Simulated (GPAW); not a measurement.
**NiMoIrPdW: electrostatic potential with PBE**

The system is NiMoIrPdW.

```xyz
5
Lattice="4.1171 0.0000 0.0000 -2.0585 3.5655 0.0000 0.0000 0.0000 5.4458" Properties=species:S:1:pos:R:3 pbc="T T T"
Ni    0.0000    0.0000    5.2157
Mo    2.0585    1.1885    5.2367
Pd    2.0585    1.1885    2.5211
Ir    0.0000    2.3770    3.9521
W     0.0000    2.3770    1.2875
```

The cell was built by a generator and needn't be a form met in nature.

* Program: GPAW 26.7.0
* Task: electrostatic potential
* Functional: PBE
* Potentials or basis: GPAW PAW data sets (gpaw-data 1.2.1)
* Cutoff: 600 eV
* Basis: pw
* k mesh: 5 × 5 × 4
* Occupations: fermi-dirac, width 0.05 eV
* Spin: collinear spin, ferromagnetic start
* Starting moments: [1.0, 1.0, 0.0, 0.6, 0.0] μB
* Ranks: 8
* Maxiter: 150

- Pressure: 0.1 GPa
- Largest force: 0.189 eV/Å
- Band gap on the k mesh: none (metal or under the smearing width)
- Net moment: 0.00 μB per cell

Forces on the atoms (eV/Å):
```
Ni   0.000  0.000 -0.054
Mo   0.000  0.000  0.189
Pd   0.000  0.000  0.006
Ir   0.000  0.000 -0.035
W    0.000  0.000 -0.106
```

Stress tensor (GPa, compression positive):
```
 0.22  0.00  0.00
 0.00  0.22  0.00
 0.00  0.00 -0.20
```

Levels at points of the mesh, in eV from the Fermi level:
Spin up:
```csv
k point,band 33,band 34,band 35,band 36,band 37,band 38,band 39,band 40,band 41,band 42
"(0.00, 0.00, 0.00)",-1.71,-1.71,-0.97,-0.77,-0.77,0.81,0.81,1.80,1.80,2.99
"(0.00, 0.00, 0.50)",-1.46,-1.46,-0.83,-0.32,-0.32,-0.16,-0.16,0.91,2.26,2.26
```
Spin down:
```
           k point  band 34  band 35  band 36  band 37  band 38  band 39  band 40  band 41
(0.00, 0.00, 0.00)    -1.71    -0.97    -0.77    -0.77     0.81     0.81     1.80     1.80
(0.00, 0.00, 0.50)    -1.46    -0.83    -0.32    -0.32    -0.16    -0.16     0.91     2.26
```

Wall time 38 s on 8 MPI ranks on AMD EPYC 7R43 64-Core Processor (Zen 3) (shared host), peak memory 0.24 GiB a rank.

Caveat: the stock nickel data set gives pressures a few GPa off other programs. Spin-orbit coupling is left out, which matters for the levels of Ir, W.
